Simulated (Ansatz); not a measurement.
# Ta2O5: the cost of one run

Method: DFT PBEsol, scalar-relativistic, plane waves, PAW, in Ansatz 0.2.0.

3 further runs of the same task are left out: 1 that didn't finish, 2 set aside as unsound or not needed.

## (1) The system as given

The structure is tetragonal, space group I4/mmm (No. 139). The conventional cell has a = 5.241 Å, b = 5.241 Å, c = 9.583 Å, α = 90.00°, β = 90.00°, γ = 90.00°. Around Ta (site symmetry 4mm) lie 5 O at 1.88 to 1.92 Å. O (site symmetry 4/mmm) has 2 Ta at 1.88 Å in its first shell of neighbours. Around O (site symmetry 2/m) lie 2 Ta at 1.92 Å.

Coordinates:

```
Ta O
1.0
    -2.62037    2.62037    4.79144
     2.62037   -2.62037    4.79144
     2.62037    2.62037   -4.79144
Ta O
2 5
Direct
  0.19664 0.19664 0.00000
  0.80336 0.80336 0.00000
  0.00000 0.00000 0.00000
  0.50000 0.00000 0.00000
  0.00000 0.50000 0.00000
  0.00000 0.00000 0.50000
  0.50000 0.50000 0.50000
```

It goes back to an entry of the Materials Project, which need not be the stable form.

It is the result of an earlier relaxation at this level (volume 18.80 Å³/atom; gap on the mesh: 1.64 eV).

## (2) The undisturbed cell

File input.yaml:

```yaml
crystal:
  lattice:
    - [-2.620366822, 2.620366822, 4.7914432512]
    - [2.620366822, -2.620366822, 4.7914432512]
    - [2.620366822, 2.620366822, -4.7914432512]
  atoms:
    - { symbol: Ta, position: [0.1966381815, 0.1966381815, 0.0] }
    - { symbol: Ta, position: [0.8033618185, 0.8033618185, 0.0] }
    - { symbol: O, position: [0.0, 0.0, 0.0] }
    - { symbol: O, position: [0.5, 0.0, 0.0] }
    - { symbol: O, position: [0.0, 0.5, 0.0] }
    - { symbol: O, position: [0.0, 0.0, 0.5] }
    - { symbol: O, position: [0.5, 0.5, 0.5] }
basis:
  ecutwfc: 420
kpoints:
  mp_grid: { grid: [8, 8, 8] }
hamiltonian:
  xc: pbesol
scf:
  occupations: { method: gaussian, width: 0.05 }
output:
  forces: true
  stress: true
  eigenvalues: true
  write_density: true
  write_potential: true
  elf: true
  volumetric_format: npy
```

The run is started by

```console
$ ansatz run input.yaml --threads 2 --pin off --max-ram 5120MiB --backend cpu --events-out ev --progress --plain --runs-dir out
```

What time and memory should one allow on 2 threads of Arm Neoverse N1, shared host?

About 20 s, with a peak of 0.52 GiB.
